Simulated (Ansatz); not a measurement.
# Ge2NH7: one species, many methods

An exercise on one series of results from a longer session: the logs are not shown, and one member is left open.

Program: Ansatz 0.2.0, Gaussian basis. Level of theory: functionals in def2-TZVPP, the program's frozen cores in correlated methods. These are calculated values, not measurements.

Levels to be run: LDA (SPW92), PBE-D4, revPBE-D4, BLYP-D4, r2SCAN-D4, B97M-V, PBE0-D4, B3LYP-D4, r2SCANh-D4, r2SCAN0-D4, HSE06-D4, BHLYP-D4, CAM-B3LYP-D4, LC-ωPBE, ωB97X-V, ωB97M-V, B2PLYP, PBE-QIDH; CCSD(T)/def2-SVP; CCSD(T)/def2-TZVPP; MP2/def2-QZVPP; extrapolation to the limit; RPA on PBE.

## Structure used throughout

The geometry comes from an earlier relaxation with PBE0-D4 in a triple-zeta def2 set; it is a stationary point, not always the lowest conformer.

SMILES `[GeH3][NH][GeH3]`, 10 atoms, charge 0, spin multiplicity 1.

Atoms are counted from 1 here; the program's logs count them from 0.

Bond lengths: Ge1–N2 1.837 Å, Ge1–H4 1.546 Å, Ge1–H5 1.538 Å, Ge1–H6 1.536 Å, N2–Ge3 1.837 Å, N2–H7 1.010 Å, Ge3–H8 1.546 Å, Ge3–H9 1.536 Å, Ge3–H10 1.538 Å. Angles: N2–Ge1–H4 113.1°, N2–Ge1–H5 108.1°, N2–Ge1–H6 106.5°, H4–Ge1–H5 108.8°, H4–Ge1–H6 109.1°, H5–Ge1–H6 111.2°, Ge1–N2–Ge3 123.9°, Ge1–N2–H7 113.9°, Ge3–N2–H7 113.9°, N2–Ge3–H8 113.1°, N2–Ge3–H9 106.5°, N2–Ge3–H10 108.1°, H8–Ge3–H9 109.1°, H8–Ge3–H10 108.8°, H9–Ge3–H10 111.2°.

The first run:

in.yaml reads:

```yaml
crystal:
  periodic: [false, false, false]
  atoms:
    - {symbol: Ge, position_ang: [-1.136728, 0.838356, -0.787891]}
    - {symbol: N, position_ang: [0.497372, 0.029752, -0.565303]}
    - {symbol: Ge, position_ang: [1.037822, -0.779230, 0.992633]}
    - {symbol: H, position_ang: [-2.294926, -0.171722, -0.957476]}
    - {symbol: H, position_ang: [-1.064198, 1.726154, -2.041662]}
    - {symbol: H, position_ang: [-1.384191, 1.678302, 0.474578]}
    - {symbol: H, position_ang: [0.850063, -0.415708, -1.400738]}
    - {symbol: H, position_ang: [0.370538, -2.154467, 1.224777]}
    - {symbol: H, position_ang: [0.644969, 0.168620, 2.136232]}
    - {symbol: H, position_ang: [2.562379, -0.971358, 0.927850]}
basis:
  gaussian: {orbitals: def2-TZVPP}
hamiltonian: {xc: lda}
output: {orbitals: {seedname: orbitals}}
```

Among the steps run: LDA; PBE-D4 (GGA); revPBE-D4 (GGA); BLYP-D4 (GGA); r2SCAN-D4 (meta-GGA); B97M-V (meta-GGA); PBE0-D4 (hybrid); B3LYP-D4 (hybrid); r2SCANh-D4 (hybrid); r2SCAN0-D4 (hybrid); HSE06-D4 (hybrid); BHLYP-D4 (hybrid); CAM-B3LYP-D4 (range-separated); LC-ωPBE-D4 (range-separated; the results give it without D4); ωB97X-V (range-separated); ωB97M-V (range-separated); B2PLYP (double hybrid); PBE-QIDH (double hybrid).

One of the session's tables, all rows but one given; the rest of the session is left out.

It belongs to the step «Frontier levels by functional». 

```
  functional  HOMO (eV)  gap (eV)
 LDA (SPW92)      -5.84      4.80
      PBE-D4          ?         ?
   revPBE-D4      -5.71      5.05
     BLYP-D4      -5.64      4.93
   r2SCAN-D4      -6.05      5.61
      B97M-V      -6.22      5.56
     PBE0-D4      -7.10      7.15
    B3LYP-D4      -6.87      6.67
  r2SCANh-D4      -6.55      6.39
  r2SCAN0-D4      -7.31      7.56
    HSE06-D4      -6.70      6.37
    BHLYP-D4      -8.37      9.21
CAM-B3LYP-D4      -8.46      9.44
     LC-ωPBE      -9.82     12.04
     ωB97X-V      -9.49     11.50
     ωB97M-V      -9.38     11.10
```

**Question.** Estimate the row for PBE-D4.

The run gave: HOMO (eV): -5.76; gap (eV): 4.96. In the column «HOMO (eV)» it lies between LDA (SPW92) (-5.84) and revPBE-D4 (-5.71).
